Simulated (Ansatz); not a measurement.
## CH₄N₂SSi, SMILES NC1=N[SiH]1S: energies of removing a hydrogen

Run with the Ansatz DFT code, driven from Python.

Input file `ch4n2ssi.xyz`:
```text
9

N    -1.27940    0.21160    1.41130
C    -0.47680   -0.21830    0.48600
N     0.57360   -0.85880    0.47890
Si    0.05860   -0.36200   -1.19110
S     1.50840    0.95890   -1.85950
H    -0.95410    0.25030    2.34330
H    -1.79850    1.11570    1.19230
H     0.02470   -1.64590   -1.92610
H     2.43190    0.50230   -0.95210
```

`bde_ch4n2ssi.py`:
```python
# -*- coding: utf-8 -*-
from dataclasses import dataclass
import logging
import sys

import ansatz as az

logging.basicConfig(stream=sys.stdout, format="%(name)s: %(message)s")
log = logging.getLogger("ch4n2ssi")
log.setLevel(logging.INFO)


@dataclass(frozen=True)
class RunConfig:
    basis_set: str = "def2-TZVP"
    xc: str = "r2scan"


settings = RunConfig()


def energy(molecule, charge=0, unpaired=0):
    calc = (
        molecule.calculation()
        .basis(gaussian=settings.basis_set)
        .functional(settings.xc)
    )
    if charge:
        calc = calc.charge(charge)
    if unpaired:
        calc = calc.spin("collinear", total=unpaired)
    report = calc.run().report
    if report["published_state_doubts"]:
        print("  doubts:", report["published_state_doubts"])
    return report["free_energy_ev"]

def without(molecule, index):
    rest = az.Crystal.molecule()
    for i, site in enumerate(molecule.cartesian_sites):
        if i != index:
            rest = rest.atom(site.symbol, site.position_ang)
    return rest

system = az.Crystal.molecule_from_extxyz("ch4n2ssi.xyz")

whole = energy(system, 0)
hydrogen = energy(az.Crystal.molecule().atom("H", (0, 0, 0)), 0, 1)
log.info(f"E(molecule) = {whole:.5f} eV, E(H) = {hydrogen:.5f} eV")
for index in [6, 7, 8]:
    radical = energy(without(system, index), 0, 1)
    log.info(f"H{index}: homolysis {96.485332 * (radical + hydrogen - whole):.1f} kJ/mol")
```

Running `python bde_ch4n2ssi.py` prints:
```text
ch4n2ssi: E(molecule) = -22792.83079 eV, E(H) = -13.60370 eV
ch4n2ssi: H6: homolysis 454.1 kJ/mol
ch4n2ssi: H7: homolysis 339.6 kJ/mol
ch4n2ssi: H8: homolysis 335.9 kJ/mol
```

What to keep in mind:
- Total energies depend on the basis set; only differences at equal settings carry meaning.
- The geometry is a force-field or estimated start, not a minimum of this method, and the basis set is short of its limit. All parts are taken at fixed geometry, without zero-point energy.
- The whole script took 95 s on 1 thread of Arm Neoverse V2, with other jobs on the host, peak memory 0.53 GiB.
